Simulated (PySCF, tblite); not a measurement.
# C₂H₈F₃NSi₂: geometry, infrared bands and NMR shifts

Wanted: the infrared bands and NMR shifts of C₂H₈F₃NSi₂ (`C[Si@H]([SiH2]N)C(F)(F)F`), by calculation.

The runs use tblite 0.8.0 and PySCF 2.14.0, with density-fitted response routines of our own; the level of theory stands in each step. All values are computed, except where a source is named. Atoms are numbered from 0 throughout.

### 1 The molecule as given

16 atoms, charge 0, multiplicity 1; geometry from: force field or distance geometry start.

Bonds of the start (Å): C0–Si1 1.86, Si1–Si2 2.28, Si2–N3 1.70, Si1–C4 1.80, C4–F5 1.37, C4–F6 1.35, C4–F7 1.36, C0–H8 1.10, C0–H9 1.08, C0–H10 1.10, Si1–H11 1.51, Si2–H12 1.47, Si2–H13 1.48, N3–H14 1.02, N3–H15 1.04.

### 2 Optimising the geometry with GFN2-xTB

Job settings and geometry (Å):

```
{"job": {"kind": "relax", "xc": "GFN2-xTB", "basis": "xTB"}, "charge": 0, "multiplicity": 1}
C      1.685500    -1.119100    -0.232000
Si     0.626000     0.235600     0.483200
Si    -1.534800    -0.063000    -0.175000
N     -2.202500    -1.552500     0.284300
C      1.063000     1.877100    -0.115400
F      0.961900     1.959600    -1.475100
F      0.266200     2.848200     0.389200
F      2.346100     2.214700     0.202700
H      1.356400    -2.105700     0.115200
H      2.720500    -0.994000     0.064400
H      1.631300    -1.113600    -1.326500
H      0.694200     0.120900     1.988300
H     -1.678000    -0.013600    -1.640000
H     -2.441200     0.944800     0.420700
H     -3.114700    -1.670000    -0.147600
H     -2.387300    -1.560500     1.306800
```

Run with:

```sh
$ OMP_NUM_THREADS=1 python probes_run.py task.json out
```

The driver reads the jobs from task.json and runs them one after another.

**Question.** This job is followed by: GFN2-xTB harmonic vibrations, gas phase; GIAO PBE0/pcSseg-1 NMR shielding, non-relativistic, gas phase. Predict these results of the whole session: strongest single infrared mode (GFN2-xTB); zero-point energy (GFN2-xTB); 13C shifts against TMS (PBE0/pcSseg-1); 1H shifts against TMS (PBE0/pcSseg-1, means over atoms taken as alike); 29Si shifts against TMS (PBE0/pcSseg-1); 15N shifts against NH3 (PBE0/pcSseg-1); 19F shifts against CFCl3 (PBE0/pcSseg-1, means over atoms taken as alike); surface potential, 1st and 99th percentile.

**Answer**, as computed:

| quantity | value |
| --- | --- |
| strongest single infrared mode (GFN2-xTB) | 2157 cm⁻¹, 307 km/mol |
| zero-point energy (GFN2-xTB) | 62.5 kcal/mol |
| 13C shifts against TMS (PBE0/pcSseg-1) | 142.4, -7.7 ppm |
| 1H shifts against TMS (PBE0/pcSseg-1, means over atoms taken as alike) | 5.30, 5.09, 4.41, 0.59, -0.20 ppm |
| 29Si shifts against TMS (PBE0/pcSseg-1) | -44.4, -50.3 ppm |
| 15N shifts against NH3 (PBE0/pcSseg-1) | -3.2 ppm |
| 19F shifts against CFCl3 (PBE0/pcSseg-1, means over atoms taken as alike) | -70.2 ppm |
| surface potential, 1st and 99th percentile | -0.87 V and 1.77 V |

**Reading.** Over 60 steps the energy fell by 0.648 eV; of the close pairs, Si1–C4 changed most, 1.801 to 1.953 Å. All 42 modes are real, so the xTB geometry is a minimum. The strongest single mode, at 2157 cm⁻¹, moves mainly H11. Unscaled tight-binding wavenumbers are off by several per cent, some by more. Its intensities can rank the bands wrongly. At PBE0/pcSseg-1: Shielding is most anisotropic at F5, F6, F7 (span 185 ppm, paramagnetic term -233 ppm). At PBE0/pcSseg-1, counted by nearest atom on the grid, the HOMO lies on N3 55 %; H13 16 %, the LUMO on Si1, Si2 about 18 % each; H11, H12, H15 about 11 % each.
